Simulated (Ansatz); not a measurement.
# GdMg3: the cost of one run

Method: DFT LDA, with the methods named in each step, in Ansatz 0.2.0.

## Step 1: The structure to begin with

The structure is cubic, space group Fm-3m (No. 225). Conventional cell: a = 7.310 Å, b = 7.310 Å, c = 7.310 Å, α = 90.00°, β = 90.00°, γ = 90.00°. Gd (site symmetry m-3m) is surrounded by 8 Mg at 3.17 Å. Mg (site symmetry m-3m) is surrounded by 8 Mg at 3.17 Å. Around Mg (site symmetry -43m) lie 4 Gd at 3.17 Å and 4 Mg at 3.17 Å.

Coordinates:

```
Gd Mg
1.0
     0.00000    3.65500    3.65500
     3.65500    0.00000    3.65500
     3.65500    3.65500    0.00000
Gd Mg
1 3
Cartesian
  0.0000 0.0000 0.0000
  3.6550 3.6550 3.6550
  1.8275 1.8275 1.8275
  5.4825 5.4825 5.4825
```

Atoms are numbered in the order of the input: Gd1, Mg2, Mg3, Mg4.

## Step 2: Free moments from the typed start, PAW

input.yaml

```yaml
crystal:
  lattice:
    - [0.0, 3.655, 3.655]
    - [3.655, 0.0, 3.655]
    - [3.655, 3.655, 0.0]
  atoms:
    - { symbol: Gd, position: [0.0, 0.0, 0.0], spin: 7.0 }
    - { symbol: Mg, position: [0.5, 0.5, 0.5] }
    - { symbol: Mg, position: [0.25, 0.25, 0.25] }
    - { symbol: Mg, position: [0.75, 0.75, 0.75] }
magnetization:
  spin_polarized: true
kpoints:
  mp_grid: { grid: [6, 6, 6] }
scf:
  occupations: { method: fermi_dirac, width: 0.03 }
hamiltonian:
  xc: lda
  pseudopotentials: { kind: paw }
output:
  forces: true
  stress: true
  eigenvalues: true
```

Command:

```sh
$ ansatz run input.yaml --threads 2 --pin off --max-ram 6144MiB --backend cpu --events-out ev --progress --plain --runs-dir out
```

**Question.** How long does this run take on 2 threads of Arm Neoverse V2, shared host, and how much memory does it need?

About 3.9 s, with a peak of 0.41 GiB.
